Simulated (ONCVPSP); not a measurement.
# Br: generating and testing an ONCV potential

Do these settings give a usable potential? It is generated, then checked for transferability, scattering, ghosts and hardness.

Method: ONCVPSP 4.0.1, LDA (Perdew-Wang 92), scalar-relativistic.

### 1 Starting point

Typed settings, in words:

| Quantity | Value |
| --- | --- |
| element | bromine (Br, Z = 35) |
| type | optimised norm-conserving Vanderbilt (ONCV) |
| frozen core | [Ar] |
| valence charge | 17 |
| reference configuration | 3d10 4s2 4p5 |
| partial waves | 4s: rc 1.50 bohr, ncon 3, nbas 6, qcut 3.7 1/bohr, 2 projectors, debl 2.2 Ha; 4p: rc 1.25 bohr, ncon 5, nbas 9, qcut 7.9 1/bohr, 2 projectors, debl 1.9 Ha; 3d: rc 1.15 bohr, ncon 4, nbas 9, qcut 14.8 1/bohr, 2 projectors, debl 1.2 Ha |
| local potential | polynomial inside 0.85 bohr (lpopt 5, dvloc0 3 Ha) |
| core correction | Teter function, fcfact 2.25, rcfact 1.3 |

The outer shells as boxes (Hund's rule for the drawing; the calculation is spin-unpolarised):

```
[Ar] core
3d [↑↓][↑↓][↑↓][↑↓][↑↓]
4s [↑↓]
4p [↑↓][↑↓][↑ ]
```

### 2 Generation

File Br.dat:

```
# ATOM AND REFERENCE CONFIGURATION
# atsym  z   nc   nv     iexc    psfile
  Br 35.00    5    3  -001012      upf
#
#   n    l    f
    1    0    2.00
    2    0    2.00
    2    1    6.00
    3    0    2.00
    3    1    6.00
    3    2   10.00
    4    0    2.00
    4    1    5.00
#
# PSEUDOPOTENTIAL AND OPTIMIZATION
# lmax
    2
#
#   l,   rc,      ep,       ncon, nbas, qcut
    0    1.50    0.00    3    6    3.70
    1    1.25    0.00    5    9    7.90
    2    1.15    0.00    4    9   14.80
#
# LOCAL POTENTIAL
# lloc, lpopt,  rc(5),   dvloc0
    4    5    0.85    3.00
#
# VANDERBILT-KLEINMAN-BYLANDER PROJECTORs
# l, nproj, debl
    0    2    2.20
    1    2    1.90
    2    2    1.20
#
# MODEL CORE CHARGE
# icmod, fcfact, rcfact
    3    2.25    1.30
#
# LOG DERIVATIVE ANALYSIS
# epsh1, epsh2, depsh
   -4.00    5.00    0.02
#
# OUTPUT GRID
# rlmax, drl
    6.00    0.01
#
# TEST CONFIGURATIONS
# ncnf
    4
# nvcnf
#   n    l    f
    3
    3    2   10.00
    4    0    2.00
    4    1    4.00
#
    3
    3    2   10.00
    4    0    2.00
    4    1    3.00
#
    3
    3    2   10.00
    4    0    2.00
    4    1    2.00
#
    3
    3    2   10.00
    4    0    1.00
    4    1    6.00
#
```

Run with:

```
$ oncvpsp.x < Br.dat > Br.out
```

Before running it: what results should come out? Wanted: cutoffs for 1 and 0.1 mHa per electron, occupied waves; bound ghosts; GHOST(+) flags; largest test error; largest phase difference near zero energy, channels read; rms error of d²Exc/dn², without and with the model core; projector energies reset by the program.

**Answer**, as computed:

```
                                                quantity                       value
  cutoffs for 1 and 0.1 mHa per electron, occupied waves           114 Ha and 163 Ha
                                            bound ghosts             p at -154.94 eV
                                          GHOST(+) flags                  s at 14 eV
                            largest test error (AE − PS)  +9.5 meV, for 3d10 4s2 4p2
largest phase difference near zero energy, channels read                   0.001 rad
 rms error of d²Exc/dn², without and with the model core           7.36 and 5.05 mHa
                 projector energies reset by the program         d: -2.462, 0.250 Ha
```

In words: It has a bound ghost (p), a state that the atom doesn't have, and that rules the file out. By total energies transferability is good: the largest error is 9.5 meV on 69.9 eV, for 3d10 4s2 4p2. Atomic tests can pass in spite of a ghost, since they solve only for the levels asked. By its cutoff, 114 Ha for the looser tolerance, it is very hard. At the looser tolerance the 4p wave is the slowest; 3d needs 87 Ha. Near zero energy the phases of the channels with partial waves agree within 0.001 rad. The program also flags highly localised states, GHOST(+) (s). These are tests on the free atom; a crystal test is still owed.
